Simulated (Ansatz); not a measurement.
# CH9BOSi2: how energies converge with the basis set

One table from this session's results is given with a row withheld; the runs are named, their logs left out.

The runs use Ansatz 0.2.0, Gaussian basis; one geometry, several basis sets.

The runs, in order: PBE0-D4/def2-SVP; ωB97M-V/def2-SVP; PBE0-D4/def2-QZVPP; ωB97M-V/def2-QZVPP; the functionals' def2-TZVPP values are taken from earlier runs.

## Structure used throughout

An earlier PBE0-D4 in a triple-zeta def2 set relaxation fixed the geometry.

SMILES `CBO[SiH2][SiH3]`, 14 atoms, charge 0, spin multiplicity 1.

Atoms are counted from 1 here; the program's logs count them from 0.

Bond lengths: C1–B2 1.565 Å, C1–H6 1.093 Å, C1–H7 1.095 Å, C1–H8 1.097 Å, B2–O3 1.356 Å, B2–H9 1.203 Å, O3–Si4 1.659 Å, Si4–Si5 2.344 Å, Si4–H10 1.490 Å, Si4–H11 1.485 Å, Si5–H12 1.488 Å, Si5–H13 1.488 Å, Si5–H14 1.489 Å. Angles: B2–C1–H6 115.6°, B2–C1–H7 110.0°, B2–C1–H8 109.1°, H6–C1–H7 108.4°, H6–C1–H8 108.1°, H7–C1–H8 105.2°, C1–B2–O3 123.7°, C1–B2–H9 120.5°, O3–B2–H9 115.8°, B2–O3–Si4 133.9°, O3–Si4–Si5 111.1°, O3–Si4–H10 110.3°, O3–Si4–H11 106.4°, Si5–Si4–H10 110.1°, Si5–Si4–H11 110.5°, H10–Si4–H11 108.3°, Si4–Si5–H12 110.5°, Si4–Si5–H13 110.6° and more.

The first run:

File in.yaml:

```yaml
crystal:
  periodic: [false, false, false]
  atoms:
    - {symbol: C, position_ang: [-0.953827, 0.399764, 1.797725]}
    - {symbol: B, position_ang: [-0.742344, -1.071770, 1.308907]}
    - {symbol: O, position_ang: [0.171627, -1.430364, 0.373660]}
    - {symbol: Si, position_ang: [1.299524, -0.594875, -0.511315]}
    - {symbol: Si, position_ang: [0.275671, 0.704647, -2.171881]}
    - {symbol: H, position_ang: [-0.262855, 1.138437, 1.383783]}
    - {symbol: H, position_ang: [-0.893394, 0.443669, 2.890545]}
    - {symbol: H, position_ang: [-1.975577, 0.714711, 1.553674]}
    - {symbol: H, position_ang: [-1.414711, -1.965112, 1.753972]}
    - {symbol: H, position_ang: [2.120913, 0.269922, 0.381271]}
    - {symbol: H, position_ang: [2.190374, -1.612962, -1.122672]}
    - {symbol: H, position_ang: [-0.609052, 1.731892, -1.558214]}
    - {symbol: H, position_ang: [-0.541409, -0.149811, -3.074647]}
    - {symbol: H, position_ang: [1.322259, 1.392851, -2.976206]}
basis:
  gaussian: {orbitals: def2-SVP}
hamiltonian: {xc: pbe0, dispersion: d4}
output: {orbitals: {seedname: orbitals}}
```

Steps of the session up to this table: PBE0-D4 in def2-SVP; ωB97M-V in def2-SVP; PBE0-D4 in def2-QZVPP; ωB97M-V in def2-QZVPP.

One table of the session follows, with a row left open; its other results are not shown here.

It belongs to the step «Density functionals: the series». 

| functional | basis | HOMO (eV) | LUMO (eV) |
| --- | --- | --- | --- |
| PBE0-D4 | def2-SVP | ? | ? |
| PBE0-D4 | def2-TZVPP | -8.01 | -0.35 |
| PBE0-D4 | def2-QZVPP | -8.01 | -0.43 |
| ωB97M-V | def2-SVP | -10.11 | 1.80 |
| ωB97M-V | def2-TZVPP | -10.13 | 1.36 |
| ωB97M-V | def2-QZVPP | -10.13 | 1.12 |

Q: Estimate the row for PBE0-D4, def2-SVP from the others.

**Answer.** HOMO (eV): -8.00; LUMO (eV): -0.10. In the column «HOMO (eV)» it is the highest.
